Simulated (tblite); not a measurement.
# C6H9NOSi: the cost of one run

Computed with tblite 0.8.0 and PySCF 2.14.0, with density-fitted response routines of our own, on a single molecule in the gas phase. Atoms count from 0, in the outputs and in this text.

## 1. The starting structure

18 atoms, charge 0, multiplicity 1; geometry from: force field or distance geometry start.

Bonds of the start (Å): C0–C1 1.20, C1–C2 1.48, C2–C3 1.51, C3–O4 1.23, C3–C5 1.51, C5–C6 1.34, C5–Si7 1.85, Si7–N8 1.71, C0–H9 1.06, C2–H10 1.09, C2–H11 1.11, C6–H12 1.09, C6–H13 1.09, Si7–H14 1.47, Si7–H15 1.47, N8–H16 1.01, N8–H17 1.01.

## 2. Optimising the geometry with GFN2-xTB

Job settings and geometry (Å):

```
{"job": {"kind": "relax", "xc": "GFN2-xTB", "basis": "xTB"}, "charge": 0, "multiplicity": 1}
C     -2.406200    -0.876600    -2.178800
C     -2.356800    -0.370900    -1.096700
C     -2.274800     0.230500     0.253700
C     -0.926900     0.859900     0.536600
O     -0.843200     2.047000     0.842400
C      0.306800    -0.003400     0.512300
C      0.251700    -1.323300     0.749400
Si     1.882000     0.910700     0.164500
N      3.056800    -0.179100    -0.441700
H     -2.477900    -1.314900    -3.142800
H     -2.533300    -0.488300     1.035000
H     -3.038300     1.028100     0.318200
H     -0.675700    -1.850000     0.989700
H      1.151600    -1.945600     0.738700
H      2.470000     1.514000     1.373500
H      1.720600     1.897900    -0.912600
H      2.768300    -0.465900    -1.370400
H      3.916600     0.336100    -0.569000
```

Started as:

```bash
$ OMP_NUM_THREADS=1 python probes_run.py task.json out
```

The driver reads the jobs from task.json and runs them one after another.

Q: Estimate the wall time and peak memory of this first job on 1 thread of Arm Neoverse N1, shared host.

About 1.1 s, with a peak of 0.18 GiB.
